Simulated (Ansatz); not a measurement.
C3H8O2Si, SMILES O[SiH2]OC1CC1, a single point in a Gaussian basis

Program: the Ansatz DFT code, driven from Python.

Interactive session:
```pycon
>>> from pathlib import Path
>>> import ansatz as az
>>> molecule = (
...     az.Crystal.molecule()
...     .atom("O", (2.5154, 0.9543, 1.0738))
...     .atom("Si", (2.0273, 0.1102, -0.2658))
...     .atom("O", (0.4449, 0.4978, -0.5979))
...     .atom("C", (-0.5757, 0.0206, 0.2995))
...     .atom("C", (-1.4473, -1.0909, -0.2185))
...     .atom("C", (-1.9842, 0.3078, -0.1482))
...     .atom("H", (2.2733, 1.8924, 1.0632))
...     .atom("H", (2.884, 0.5103, -1.4036))
...     .atom("H", (2.1586, -1.342, -0.009))
...     .atom("H", (-0.4042, 0.0765, 1.3733))
...     .atom("H", (-1.2295, -1.5009, -1.1977))
...     .atom("H", (-1.8181, -1.8163, 0.4958))
...     .atom("H", (-2.1231, 0.847, -1.078))
...     .atom("H", (-2.7213, 0.5332, 0.6129))
... )
>>> calc = (
...     molecule.calculation()
...     .basis(gaussian="def2-SVPD")
...     .functional("pbe")
...     .orbitals()
... )
>>> outcome = calc.run(threads=1, runs_dir="runs")

>>> report = outcome.report
>>> {key: value for key, value in report.items() if isinstance(value, (int, float)) and "ev" in key}
{'free_energy_ev': -15193.88488793399, 'reference_energy_ev': -15193.88488793399}
>>> report["reference_energy_ev"]
-15193.88488793399
>>> report["free_energy_ev"]
-15193.88488793399
>>> for key in ("converged", "free_energy_ev", "reference_energy_ev", "n_frozen", "n_occupied", "n_virtual"):
...     print(f"{key:22s} {report[key]}")
...
converged              True
free_energy_ev         -15193.88488793399
reference_energy_ev    -15193.88488793399
n_frozen               0
n_occupied             [28, 28]
n_virtual              [166, 166]
>>> field = report["mean_field"]
>>> print("<S^2> =", round(abs(field["state"]["spin_squared"]), 4), " all-electron relativity setting:", field["relativity"])
<S^2> = 0.0  all-electron relativity setting: none
>>> print("passes:", field["passes"])
passes: {'evaluations': 18, 'products': 12}
>>> if "symmetry" in field:
...     print("occupied orbitals by irrep:", field["symmetry"]["occupied"])
...
occupied orbitals by irrep: [{'A': 28}, {'A': 28}]
>>> lines = Path(report["orbitals_path"]).read_text().splitlines()
>>> field_of = lambda key: [line.split("=")[1].strip() for line in lines if line.startswith(key)]
>>> orbitals = [(27.211386 * float(e), s, float(n)) for e, s, n in zip(field_of("Ene="), field_of("Spin="), field_of("Occup="))]
>>> homo = max(e for e, _, n in orbitals if n > 0.5)
>>> lumo = min(e for e, _, n in orbitals if n < 0.5)
>>> for e, spin, n in sorted(orbitals):
...     if homo - 15 < e < lumo + 5:
...         print(f"{spin:6s} {e:10.3f} eV  occupation {n:.0f}")
...
Alpha     -21.112 eV  occupation 2
Alpha     -14.959 eV  occupation 2
Alpha     -14.726 eV  occupation 2
Alpha     -13.924 eV  occupation 2
Alpha     -12.950 eV  occupation 2
Alpha     -12.075 eV  occupation 2
Alpha     -10.929 eV  occupation 2
Alpha     -10.056 eV  occupation 2
Alpha      -9.905 eV  occupation 2
Alpha      -9.241 eV  occupation 2
Alpha      -8.906 eV  occupation 2
Alpha      -8.601 eV  occupation 2
Alpha      -7.997 eV  occupation 2
Alpha      -7.301 eV  occupation 2
Alpha      -7.004 eV  occupation 2
Alpha      -6.278 eV  occupation 2
Alpha      -0.529 eV  occupation 0
Alpha       0.053 eV  occupation 0
Alpha       0.453 eV  occupation 0
Alpha       0.587 eV  occupation 0
Alpha       0.741 eV  occupation 0
Alpha       1.035 eV  occupation 0
Alpha       1.238 eV  occupation 0
Alpha       1.491 eV  occupation 0
Alpha       2.042 eV  occupation 0
Alpha       2.287 eV  occupation 0
Alpha       2.378 eV  occupation 0
Alpha       2.559 eV  occupation 0
Alpha       2.802 eV  occupation 0
Alpha       3.167 eV  occupation 0
Alpha       3.248 eV  occupation 0
Alpha       3.560 eV  occupation 0
Alpha       3.784 eV  occupation 0
Alpha       3.963 eV  occupation 0
Alpha       4.294 eV  occupation 0
Alpha       4.386 eV  occupation 0
```

Total energies depend on the basis set; only differences at equal settings carry meaning. The geometry is a force-field or estimated start, not a minimum of this method, and the basis set is short of its limit. Alpha marks a spatial orbital of a restricted run, filled by both spins. Levels such as HOMO and LUMO are orbital energies: with these approximate functionals they aren't the ionisation energy and electron affinity, and their gap isn't the fundamental gap. Run time: 8.1 s on 1 thread of Arm Neoverse V1, on a shared host, peak memory 0.31 GiB.

(Lines on the test bed's own set-up are left out of the output.)
